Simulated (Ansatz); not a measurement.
# CoSi16: the cost of one run

Method: DFT LDA, scalar-relativistic, plane waves, PAW, in Ansatz 0.2.0.

## 1. The structure to begin with

The structure is triclinic, space group P1 (No. 1). The conventional cell has a = 7.679 Å, b = 7.679 Å, c = 7.679 Å, α = 60.00°, β = 60.00°, γ = 60.00°. Around Si (site symmetry 1) lie 4 Si at 2.35 Å and 1 Co at 2.71 Å. Si (site symmetry 1) has 4 Si at 2.35 Å in its first shell of neighbours. Around Si (site symmetry 1) lie 4 Si at 2.35 Å and 1 Co at 2.75 Å. Si (site symmetry 1) has 1 Co at 2.34 Å and 4 Si at 2.35 Å in its first shell of neighbours. Si (site symmetry 1) is surrounded by 4 Si at 2.35 Å and 1 Co at 2.76 Å. Around Si (site symmetry 1) lie 4 Si at 2.35 Å and 1 Co at 2.35 Å. Around Si (site symmetry 1) lie 4 Si at 2.35 Å and 1 Co at 2.41 Å. Only part of the 17 independent sites is listed.

Coordinates:

```xyz
17
Lattice="0.0000 5.4300 5.4300 5.4300 0.0000 5.4300 5.4300 5.4300 0.0000" Properties=species:S:1:pos:R:3 pbc="T T T"
Si    0.0000    0.0000    0.0000
Si    1.3575    1.3575    1.3575
Si    2.7150    2.7150    0.0000
Si    4.0725    4.0725    1.3575
Si    2.7150    0.0000    2.7150
Si    4.0725    1.3575    4.0725
Si    5.4300    2.7150    2.7150
Si    6.7875    4.0725    4.0725
Si    0.0000    2.7150    2.7150
Si    1.3575    4.0725    4.0725
Si    2.7150    5.4300    2.7150
Si    4.0725    6.7875    4.0725
Si    2.7150    2.7150    5.4300
Si    4.0725    4.0725    6.7875
Si    5.4300    5.4300    5.4300
Si    6.7875    6.7875    6.7875
Co    8.1535    5.4672    5.4770
```

## 2. End point A relaxed

input.yaml reads:

```yaml
crystal:
  lattice:
    - [0.0, 5.43, 5.43]
    - [5.43, 0.0, 5.43]
    - [5.43, 5.43, 0.0]
  atoms:
    - { symbol: Si, position: [0.0, 0.0, 0.0] }
    - { symbol: Si, position: [0.125, 0.125, 0.125] }
    - { symbol: Si, position: [0.0, 0.0, 0.5] }
    - { symbol: Si, position: [0.125, 0.125, 0.625] }
    - { symbol: Si, position: [0.0, 0.5, 0.0] }
    - { symbol: Si, position: [0.125, 0.625, 0.125] }
    - { symbol: Si, position: [0.0, 0.5, 0.5] }
    - { symbol: Si, position: [0.125, 0.625, 0.625] }
    - { symbol: Si, position: [0.5, 0.0, 0.0] }
    - { symbol: Si, position: [0.625, 0.125, 0.125] }
    - { symbol: Si, position: [0.5, 0.0, 0.5] }
    - { symbol: Si, position: [0.625, 0.125, 0.625] }
    - { symbol: Si, position: [0.5, 0.5, 0.0] }
    - { symbol: Si, position: [0.625, 0.625, 0.125] }
    - { symbol: Si, position: [0.5, 0.5, 0.5] }
    - { symbol: Si, position: [0.625, 0.625, 0.625] }
    - { symbol: Co, position: [0.2569764, 0.7516882, 0.7498835], spin: 1.0 }
magnetization:
  spin_polarized: true
basis:
  ecutwfc: 420.0
kpoints:
  mp_grid: { grid: [2, 2, 2] }
hamiltonian:
  xc: lda
  pseudopotentials: { kind: paw, azcp: { folder: soft_1 } }
scf:
  occupations: { method: gaussian, width: 0.05 }
  lower_state_search: "off"
relax:
  f_tol: 0.03
  max_steps: 60
  adjacent_minimum: "off"
output:
  write_density: true
  write_potential: true
  elf: true
  volumetric_format: npy
```

Started as:

```sh
ansatz run input.yaml --threads 2 --pin off --max-ram 5120MiB --backend cpu --events-out ev --progress --plain --runs-dir out
```

What time and memory should one allow on 2 threads of Arm Neoverse V1, shared host?

About 41 s, with a peak of 0.69 GiB.
